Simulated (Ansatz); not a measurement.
**SiCl3 (SMILES Cl[Si](Cl)Cl): U-r2SCAN/aug-cc-pVDZ**

What is the vertical doublet–quartet gap of SiCl3 at U-r2SCAN/aug-cc-pVDZ? 

The calculation is run with Ansatz 0.2.0.

25 further runs of the same task are left out: 2 that didn't finish, 23 set aside as unsound or not needed.

**1. The structure to begin with**

SiCl3 has 4 atoms, charge 0, and is taken as a doublet. As SMILES, `Cl[Si](Cl)Cl`. The coordinates come from a PBE0-D4/def2-TZVP relaxation.

Bond lengths: Cl1–Si2 2.043 Å, Si2–Cl3 2.043 Å, Si2–Cl4 2.043 Å. Angles: Cl1–Si2–Cl3 109.4°, Cl1–Si2–Cl4 109.4°, Cl3–Si2–Cl4 109.5°.

**2. A single-point energy at U-r2SCAN/aug-cc-pVDZ**

Input file molecule.yaml:

```yaml
crystal:
  periodic: [false, false, false]
  atoms:
    - symbol: Cl
      position_ang: [-1.524800, -0.591600, 1.030100]
    - symbol: Si
      position_ang: [0.116100, 0.389400, 0.310600]
    - symbol: Cl
      position_ang: [1.694700, -0.903800, 0.219000]
    - symbol: Cl
      position_ang: [-0.286000, 1.105900, -1.559700]
basis:
  gaussian: {orbitals: aug-cc-pVDZ}
magnetization: {spin_polarized: true, initial_magnetization: 1}
hamiltonian: {xc: r2scan}
accuracy: high
output: {orbitals: {seedname: orbitals}}
```

On the command line:

```console
ansatz run molecule.yaml --threads 1 --pin off --max-ram 3480MiB --events-out events.jsonl --progress --plain --runs-dir runs
```

Standard output:

```text
Warning: RAYON_NUM_THREADS=1 ignored (pool sized by the plan → 1); use --threads N
Functional definition: r2SCAN
  name "r2SCAN"
  parameter k0 = 0.174
  parameter k1 = 0.065
  parameter a1 = 4.9479
  exchange = r2scan_x(k0 = k0, k1 = k1, a1 = a1)
  correlation = r2scan_c
2178 factors; integrals over basis functions are off by at most 3.2e-9 eV
mean field evaluation 1: about -45445.1136 eV, gradient 1.1e1 eV
mean field evaluation 2: about -45445.3368 eV, gradient 9.7e0 eV
mean field evaluation 4: about -45445.8250 eV, gradient 8.2e-1 eV
mean field evaluation 8: about -45445.8227 eV, gradient 4.7e-3 eV
mean field evaluation 16: about -45445.8227 eV, gradient 4.5e-6 eV
mean field -45445.82265866 eV, -1670.1031784208 hartree, gradient 8.4e-8 eV, S^2 0.753017; 0 other end points of the search recorded, 0 dependent functions left out
reference -45445.82267088 eV, -1670.1031788697 hartree; 33, 32 occupied and 75, 76 virtual orbitals, 2178 factors
Total energy: -45445.82267088 eV, -1670.1031788697 hartree
```

It took 44 s on 1 thread of Arm Neoverse V2, shared host; peak memory 0.54 GiB.

**3. The quartet, same level**

molecule.yaml: that of step 2 with these lines changed.

```diff
@@ -12,6 +12,11 @@
 basis:
-  gaussian: {orbitals: aug-cc-pVDZ}
-magnetization: {spin_polarized: true, initial_magnetization: 1}
-hamiltonian: {xc: r2scan}
+  gaussian:
+    orbitals: aug-cc-pVDZ
+magnetization:
+  spin_polarized: true
+  initial_magnetization: 3
+hamiltonian:
+  xc: r2scan
 accuracy: high
-output: {orbitals: {seedname: orbitals}}
+output:
+  orbitals: {seedname: orbitals}
```

On the command line:

```console
ansatz run molecule.yaml --threads 1 --pin off --max-ram 3480MiB --events-out events.jsonl --progress --plain --runs-dir runs
```

Standard output, shortened:

```text
Warning: RAYON_NUM_THREADS=1 ignored (pool sized by the plan → 1); use --threads N
[... 2 set-up lines as earlier in the session ...]
[...]
2178 factors; integrals over basis functions are off by at most 3.2e-9 eV
[...]
mean field -45438.60298343 eV, -1669.8378602499 hartree, gradient 9.2e-8 eV, S^2 3.757170; 10 other end points of the search recorded, 0 dependent functions left out
reference -45438.60300517 eV, -1669.8378610488 hartree; 34, 31 occupied and 74, 77 virtual orbitals, 2178 factors
Total energy: -45438.60300517 eV, -1669.8378610488 hartree
```

Run time: 2.5 min. Hardware: 1 thread of Arm Neoverse V2, shared host; peak memory 0.59 GiB.

**4. Results**

Level: U-r2SCAN/aug-cc-pVDZ.

```
                                        quantity           value
                           doublet: total energy  -1670.10318 Eh
     doublet: HOMO energy (highest over α and β)        -6.35 eV
      doublet: LUMO energy (lowest over α and β)        -3.96 eV
                                   doublet: ⟨S²⟩           0.753
                           quartet: total energy  -1669.83786 Eh
     quartet: HOMO energy (highest over α and β)        -1.44 eV
                                   quartet: ⟨S²⟩           3.757
vertical energy of the quartet above the doublet        7.220 eV
```

**Reading.** At this shape the quartet lies 7.22 eV (166 kcal/mol) above the doublet.
